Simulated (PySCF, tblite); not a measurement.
**C₄H₇FO₃: geometry, infrared bands and NMR shifts**

What infrared bands and NMR shifts should C₄H₇FO₃ (`F[C@H]1COCOCO1`) show?

Computed with tblite 0.8.0 and PySCF 2.14.0, with density-fitted response routines of our own, on a single molecule in the gas phase. Atoms are numbered from 0 throughout.

## 1. The molecule as given

15 atoms, charge 0, multiplicity 1; geometry from: force field or distance geometry start.

Bonds of the start (Å): F0–C1 1.41, C1–C2 1.51, C2–O3 1.40, O3–C4 1.39, C4–O5 1.38, O5–C6 1.39, C6–O7 1.38, O7–C1 1.38, C1–H8 1.08, C2–H9 1.10, C2–H10 1.10, C4–H11 1.10, C4–H12 1.12, C6–H13 1.10, C6–H14 1.13.

## 2. Geometry optimisation with GFN2-xTB

What the job is given:

```
{"job": {"kind": "relax", "xc": "GFN2-xTB", "basis": "xTB"}, "charge": 0, "multiplicity": 1}
F      2.464500     0.370600     0.686400
C      1.239900     0.388100    -0.009500
C      0.971900    -1.065000    -0.337700
O     -0.274200    -1.234900    -0.949800
C     -1.262700    -0.833600    -0.057000
O     -1.609000     0.463500    -0.376600
C     -0.821400     1.429600     0.238600
O      0.322300     0.946200     0.849900
H      1.433100     0.939500    -0.923300
H      1.725000    -1.412200    -1.055100
H      1.066700    -1.645200     0.593000
H     -1.001800    -0.998000     0.994900
H     -2.156200    -1.470600    -0.263000
H     -0.642400     2.257800    -0.469900
H     -1.460100     1.872200     1.057000
```

Run with:

```bash
$ OMP_NUM_THREADS=1 python probes_run.py task.json out
```

This one command runs all jobs of the session in turn.

**Question.** This job is followed by: GFN2-xTB harmonic vibrations, gas phase; GIAO PBE0/pcSseg-1 NMR shielding, non-relativistic, gas phase. What will the session give for the following? strongest single infrared mode (GFN2-xTB); zero-point energy (GFN2-xTB); 13C shifts against TMS (PBE0/pcSseg-1); 1H shifts against TMS (PBE0/pcSseg-1); 19F shifts against CFCl3 (PBE0/pcSseg-1); 17O shifts against H2O (PBE0/pcSseg-1); surface potential, 1st and 99th percentile.

**Answer**, as computed:

| quantity | value |
| --- | --- |
| strongest single infrared mode (GFN2-xTB) | 1124 cm⁻¹, 210 km/mol |
| zero-point energy (GFN2-xTB) | 71.5 kcal/mol |
| 13C shifts against TMS (PBE0/pcSseg-1) | 114.0, 95.4, 93.6, 76.2 ppm |
| 1H shifts against TMS (PBE0/pcSseg-1) | 5.80, 5.37, 5.25, 5.11, 4.85, 4.21, 3.63 ppm |
| 19F shifts against CFCl3 (PBE0/pcSseg-1) | -171.9 ppm |
| 17O shifts against H2O (PBE0/pcSseg-1) | 126.0, 124.7, 76.4 ppm |
| surface potential, 1st and 99th percentile | -1.20 V and 0.99 V |

Over 52 steps the energy fell by 0.385 eV; of the close pairs, F0–C1 changed most, 1.409 to 1.363 Å. All 39 modes are real, so the xTB geometry is a minimum. GFN2-xTB is a fitted tight-binding method: band positions and strengths are rough. Its intensities can rank the bands wrongly. H8 (hydrogen on an sp3 CH bonded to F and O) lies farthest downfield among hydrogen, at 5.80 ppm; its carbon carries F and O, an electronegative neighbour. At PBE0/pcSseg-1: The largest span, 174 ppm, is at O7, where the paramagnetic term is -189 ppm.
